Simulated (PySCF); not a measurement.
**C₅H₁₀N₂Si: electronic excitations**

Aim: predict the electronic excitations of C₅H₁₀N₂Si (`C1=N[Si@@H](NC2CC2)C1`).

Programs: PySCF 2.14.0, with density-fitted response routines of our own. Each step states its level of theory. These are calculated values for one molecule in the gas phase, unless marked as measured. Atoms count from 0, in the outputs and in this text.

### 1 The molecule as given

18 atoms, charge 0, multiplicity 1; geometry from: GFN2-xTB.

Bonds of the start (Å): C0–N1 1.28, N1–Si2 1.79, Si2–N3 1.70, N3–C4 1.42, C4–C5 1.50, C5–C6 1.51, Si2–C7 1.94, C7–C0 1.49, C6–C4 1.50, C0–H8 1.08, Si2–H9 1.45, N3–H10 1.01, C4–H11 1.08, C5–H12 1.08, C5–H13 1.08, C6–H14 1.08, C6–H15 1.08, C7–H16 1.09, C7–H17 1.09.

### 2 Excited states and response: wB97X-D/def2-SVPD

What the job is given:

```
{"job": {"kind": "uv", "xc": "wB97X-D", "basis": "def2-SVPD", "nstates": 8, "ntriplets": 3}, "charge": 0, "multiplicity": 1}
C      3.218191    -0.097858     0.620992
N      2.709830    -0.743213    -0.354545
Si     1.302952     0.355875    -0.482956
N     -0.166722    -0.493802    -0.330516
C     -1.464246     0.030991    -0.569587
C     -2.619065    -0.894527    -0.795672
C     -2.542516    -0.082701     0.469448
C      2.327006     1.030668     1.018393
H      4.166884    -0.368652     1.069335
H      1.258046     1.249502    -1.630134
H     -0.180814    -1.386062     0.138364
H     -1.418428     0.940971    -1.151243
H     -3.359480    -0.630250    -1.534323
H     -2.433867    -1.955500    -0.725002
H     -2.307642    -0.602815     1.385831
H     -3.229616     0.738880     0.597588
H      2.805028     2.006539     0.959379
H      1.925699     0.908269     2.023016
```

Method: TDDFT wB97X-D/def2-SVPD, vertical, gas phase, core orbitals frozen in the response.

Run with:

```
OMP_NUM_THREADS=1 python probes_run.py task.json out
```

This one command runs all jobs of the session in turn.

What it wrote:

```text
coarse grid: 15384 points
cycle   1  E = -594.9380030603  dE =  1.504e+00  |g| = 5.629e-01  |ddm| = 6.379e+00
cycle   2  E = -594.9331595439  dE =  4.844e-03  |g| = 6.390e-01  |ddm| = 2.626e+00
cycle   3  E = -595.0194468395  dE = -8.629e-02  |g| = 7.736e-02  |ddm| = 1.482e+00
cycle   4  E = -595.0207816968  dE = -1.335e-03  |g| = 3.712e-02  |ddm| = 1.888e-01
cycle   5  E = -595.0211231776  dE = -3.415e-04  |g| = 6.049e-03  |ddm| = 7.353e-02
cycle   6  E = -595.0211338916  dE = -1.071e-05  |g| = 2.704e-03  |ddm| = 2.566e-02
cycle   7  E = -595.0211359774  dE = -2.086e-06  |g| = 9.354e-04  |ddm| = 7.996e-03
final grid: 143672 points
cycle   8  E = -595.1027562925  dE = -1.062e-04  |g| = 6.196e-03  |ddm| = 1.519e-01
cycle   9  E = -595.1027590813  dE = -2.789e-06  |g| = 5.764e-03  |ddm| = 2.335e-02
cycle  10  E = -595.1027661846  dE = -7.103e-06  |g| = 1.027e-03  |ddm| = 1.322e-02
cycle  11  E = -595.1027664007  dE = -2.161e-07  |g| = 4.864e-04  |ddm| = 2.952e-03
cycle  12  E = -595.1027664742  dE = -7.357e-08  |g| = 1.091e-04  |ddm| = 2.563e-03
cycle  13  E = -595.1027664778  dE = -3.551e-09  |g| = 4.525e-05  |ddm| = 4.727e-04
cycle  14  E = -595.1027664788  dE = -1.005e-09  |g| = 1.107e-05  |ddm| = 3.680e-04
cycle  15  E = -595.1027664789  dE = -1.180e-10  |g| = 2.991e-06  |ddm| = 1.024e-04
converged SCF energy = -595.1027664789

Static polarisability (au): isotropic 92.703, principal 77.592 85.307 115.208

Singlet excitations
state   eV       nm        f      main configurations
  1   4.3649    284.0   0.00082   H-1->L 0.65, H->L 0.29
  2   5.7901    214.1   0.01025   H->L 0.57, H-1->L 0.21, H-2->L 0.09
  3   6.2069    199.8   0.02523   H->L+1 0.67, H->L+2 0.09
  4   6.5323    189.8   0.02840   H->L+2 0.54, H-1->L+1 0.17
  5   6.7233    184.4   0.00707   H-1->L+2 0.39, H-1->L+1 0.24, H->L+2 0.14
  6   6.9763    177.7   0.02382   H->L+3 0.39, H->L+4 0.23
  7   7.0495    175.9   0.02782   H->L+4 0.25, H-1->L+1 0.17, H-1->L+3 0.12
  8   7.1431    173.6   0.00691   H-2->L 0.47

Triplet excitations (Tamm-Dancoff, eV): 3.7973 5.2242 5.5608
```

Wall time 74 s (1 thread of Arm Neoverse V1, shared host); peak memory 1.1 GiB.

Frontier orbitals and where they lie:

```
orbital      eV                       atoms
 HOMO−3  -10.58   N1 22 %, C5 15 %, C0 15 %
 HOMO−2  -10.33  C7 23 %, Si2 15 %, C6 14 %
 HOMO−1   -8.73    N1 49 %, C0 10 %, N3 8 %
   HOMO   -8.28   N3 34 %, N1 12 %, C4 11 %
   LUMO    1.52   C0 37 %, N1 29 %, Si2 9 %
 LUMO+1    2.25   Si2 21 %, C7 11 %, C6 8 %
 LUMO+2    2.48   Si2 27 %, C0 11 %, C5 8 %
```

With each of the 8 states as a Gaussian band of 0.4 eV half-width at 1/e, the curve within the window shown has maxima at 284 nm (ε 33), 180 nm (ε 2,900) L/(mol cm). Beyond the last state computed it falls off for lack of states. The curve at chosen wavelengths:

nm, ε (L/mol/cm) and a bar:
```
      167        852 #########
      173       2177 #######################
      180       2884 ##############################
      186       2653 ############################
      193       2301 ########################
      199       1934 ####################
      206       1390 ##############
      212        956 ##########
      219        563 ######
      225        320 ###
      232        137 #
      238         57 #
      245         18 
      251          9 
      258         11 
      264         16 
      271         25 
      277         30 
      284         33 
      290         32 
      297         27 
      303         21 
      310         15 
      316         10 
      323          6 
      329          4
```

Ground-state properties from the same run:

```
           property  computed
  dipole moment (D)      2.64
polarisability (Å³)     13.74
 HOMO–LUMO gap (eV)      9.81
      −ε(HOMO) (eV)      8.28
```

### 3 Results

| quantity | value |
| --- | --- |
| lowest singlet (wB97X-D/def2-SVPD) | 4.36 eV (284 nm), f = 0.001 |
| brightest single state of those computed | state 4, 6.53 eV, f = 0.028 |
| lowest triplet | 3.80 eV |

What this shows: The lowest singlet, at 4.36 eV, is HOMO−1→LUMO 0.65, HOMO→LUMO 0.29 and is dark; of the 8 states computed, the strongest absorption comes from state 4 at 6.53 eV. The lowest triplet lies 0.57 eV below the lowest singlet (triplets in Tamm-Dancoff, singlets in full TDDFT).
